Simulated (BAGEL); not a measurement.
**HF/6-31G(d) (density fitting with qzvpp-jkfit, spherical functions) run of AlCNF2 (SMILES N#[C][Al]([F])[F])**

Aim: the vertical electron affinity of AlCNF2 at HF/6-31G* (density fitting with qzvpp-jkfit, spherical functions), from 2 runs. 

Program for the calculation: BAGEL 1.2.2.

### 1 The system as given

The species is AlCNF2 (5 atoms), meant as a singlet with charge 0. SMILES: `N#[C][Al]([F])[F]`. The shape is that of a PBE0-D4/def2-TZVP optimisation.

Bond lengths: N1–C2 1.152 Å, C2–Al3 1.905 Å, Al3–F4 1.627 Å, Al3–F5 1.627 Å. Angles: N1–C2–Al3 180.0°, C2–Al3–F4 119.3°, C2–Al3–F5 119.3°, F4–Al3–F5 121.5°.

### 2 A single-point energy at HF/6-31G(d) (density fitting with qzvpp-jkfit, spherical functions)

Contents of hf.json:

```json
{ "bagel" : [

{
  "title" : "molecule",
  "basis" : "6-31gs.json",
  "df_basis" : "qzvpp-jkfit",
  "angstrom" : true,
  "geometry" : [
    { "atom" : "N", "xyz" : [    1.528500,   -1.248600,    1.351800 ] },
    { "atom" : "C", "xyz" : [    0.794100,   -0.651900,    0.694100 ] },
    { "atom" : "Al", "xyz" : [   -0.419700,    0.334400,   -0.393100 ] },
    { "atom" : "F", "xyz" : [   -1.703400,   -0.425200,   -1.042500 ] },
    { "atom" : "F", "xyz" : [   -0.149600,    1.917700,   -0.651800 ] }
  ]
},
{ "title" : "hf" },
{ "title" : "print", "file" : "orbitals.molden", "orbitals" : true }

]}
```

The basis set 6-31G* is read from a file made from the Basis Set Exchange's data (not shown).

The run is started by

```console
BAGEL_NUM_THREADS=1 BAGEL hf.json > hf.out
```

Output:

```text
* using 1 threads per process

  ===============================================================
  ===============================================================

  *** Geometry ***

  { "atom" : "N", "xyz" : [      2.888446,     -2.359512,      2.554532 ] },
  { "atom" : "C", "xyz" : [      1.500632,     -1.231912,      1.311659 ] },
  { "atom" : "Al", "xyz" : [     -0.793118,      0.631924,     -0.742851 ] },
  { "atom" : "F", "xyz" : [     -3.218959,     -0.803512,     -1.970039 ] },
  { "atom" : "F", "xyz" : [     -0.282703,      3.623928,     -1.231723 ] },

  Number of auxiliary basis functions:      434

  Since a DF basis is specified, we compute 2- and 3-index integrals:
    o Being stored without compression. Storage requirement is 0.019 GB

  Number of basis functions:       74
  Number of electrons      :       44

    * METHOD: MOLECULE                             0.14

  *** RHF ***

  === Nuclear Repulsion ===
   182.9006604244

      * DIIS with orbital gradients will be used.

  === RHF iteration (6-31gs.json) ===
      0       -532.91156600          0.02954546           0.04
      1       -533.06883692          0.02385161           0.04
      2       -533.25843255          0.00241974           0.04
      3       -533.26072025          0.00127404           0.04
      4       -533.26141271          0.00016476           0.04
      5       -533.26143458          0.00006766           0.04
      6       -533.26143842          0.00002874           0.04
      7       -533.26143941          0.00001202           0.04
      8       -533.26143964          0.00000664           0.04
      9       -533.26143973          0.00000323           0.04
     10       -533.26143973          0.00000063           0.04
     11       -533.26143973          0.00000013           0.04
     12       -533.26143974          0.00000006           0.04
     13       -533.26143974          0.00000002           0.04
     14       -533.26143974          0.00000001           0.04
    * SCF iteration converged.

    * Permanent dipole moment:
           (    0.439042,    -0.356626,     0.392949) a.u.

    * METHOD: HF                                   0.66

    * METHOD: PRINT                                0.01

  ===============================================================
```

Wall time 0.99 s (1 thread of Arm Neoverse V2, shared host); peak memory 0.096 GiB.

### 3 The doublet anion at the same level

hf.json, as its differences from that of step 2:

```diff
@@ -6,3 +6,3 @@
   "df_basis" : "qzvpp-jkfit",
-  "angstrom" : true,
+  "angstrom" : "true",
   "geometry" : [
@@ -15,4 +15,12 @@
 },
-{ "title" : "hf" },
-{ "title" : "print", "file" : "orbitals.molden", "orbitals" : true }
+{
+  "title" : "uhf",
+  "charge" : -1,
+  "nopen" : 1
+},
+{
+  "title" : "print",
+  "file" : "orbitals.molden",
+  "orbitals" : "true"
+}
```

The basis set 6-31G* is read from a file made from the Basis Set Exchange's data (not shown).

The run is started by

```console
BAGEL_NUM_THREADS=1 BAGEL hf.json > hf.out
```

Output:

```text
* using 1 threads per process

  ===============================================================
  ===============================================================

  *** Geometry ***

  { "atom" : "N", "xyz" : [      2.888446,     -2.359512,      2.554532 ] },
  { "atom" : "C", "xyz" : [      1.500632,     -1.231912,      1.311659 ] },
  { "atom" : "Al", "xyz" : [     -0.793118,      0.631924,     -0.742851 ] },
  { "atom" : "F", "xyz" : [     -3.218959,     -0.803512,     -1.970039 ] },
  { "atom" : "F", "xyz" : [     -0.282703,      3.623928,     -1.231723 ] },

  Number of auxiliary basis functions:      434

  Since a DF basis is specified, we compute 2- and 3-index integrals:
    o Being stored without compression. Storage requirement is 0.019 GB

  Number of basis functions:       74
  Number of electrons      :       44

    * METHOD: MOLECULE                             0.14

  *** Open-shell HF ***

  === Nuclear Repulsion ===
   182.9006604244

      * DIIS with orbital gradients will be used.

  === UHF iteration (6-31gs.json) ===
      0       -532.81572907          0.05760458           0.08
      1       -533.02866972          0.04545898           0.08
      2       -533.11565364          0.03391184           0.08
      3       -533.22528738          0.00377033           0.08
      4       -533.22851425          0.00138171           0.08
      5       -533.23041194          0.00065204           0.08
      6       -533.23107214          0.00031407           0.08
      7       -533.23133062          0.00021690           0.08
      8       -533.23150727          0.00013356           0.08
      9       -533.23162845          0.00008332           0.08
     10       -533.23172136          0.00005062           0.08
     11       -533.23177854          0.00003332           0.08
     12       -533.23181961          0.00002267           0.08
     13       -533.23186059          0.00001475           0.08
     14       -533.23188452          0.00000703           0.08
     15       -533.23189446          0.00000382           0.08
     16       -533.23189744          0.00000254           0.08
     17       -533.23190015          0.00000175           0.08
     18       -533.23190196          0.00000094           0.08
     19       -533.23190233          0.00000051           0.08
     20       -533.23190239          0.00000033           0.08
     21       -533.23190240          0.00000015           0.08
     22       -533.23190240          0.00000010           0.08
     23       -533.23190240          0.00000008           0.08
     24       -533.23190240          0.00000004           0.08
     25       -533.23190240          0.00000002           0.08
     26       -533.23190240          0.00000002           0.08
     27       -533.23190240          0.00000002           0.08
     28       -533.23190240          0.00000001           0.08
    * SCF iteration converged.

    * S^2 (UHF) is 0.8207

    * Permanent dipole moment:
           (    0.728751,    -0.592424,     0.654719) a.u.

    * METHOD: UHF                                  2.34

    * METHOD: PRINT                                0.01

  ===============================================================
```

It took 2.6 s on 1 thread of Arm Neoverse V2, shared host; peak memory 0.096 GiB.

### 4 Summary of results

At HF/6-31G* (density fitting with qzvpp-jkfit, spherical functions):

```
                                         quantity          value
                     singlet AlCNF2: total energy  -533.26144 Eh
                    singlet AlCNF2: dipole moment         1.75 D
                      singlet AlCNF2: HOMO energy      -13.45 eV
                      singlet AlCNF2: LUMO energy        1.16 eV
                    singlet AlCNF2: HOMO–LUMO gap       14.60 eV
                      doublet anion: total energy  -533.23190 Eh
                              doublet anion: ⟨S²⟩          0.821
vertical electron affinity (to the doublet anion)      -0.804 eV
```

In words: The anion lies 0.80 eV (18.5 kcal/mol) above the neutral: the electron isn't bound at this level, and such a value depends on the basis. Without diffuse functions anions come out too high. Hartree–Fock misses the correlation that binds many anions.
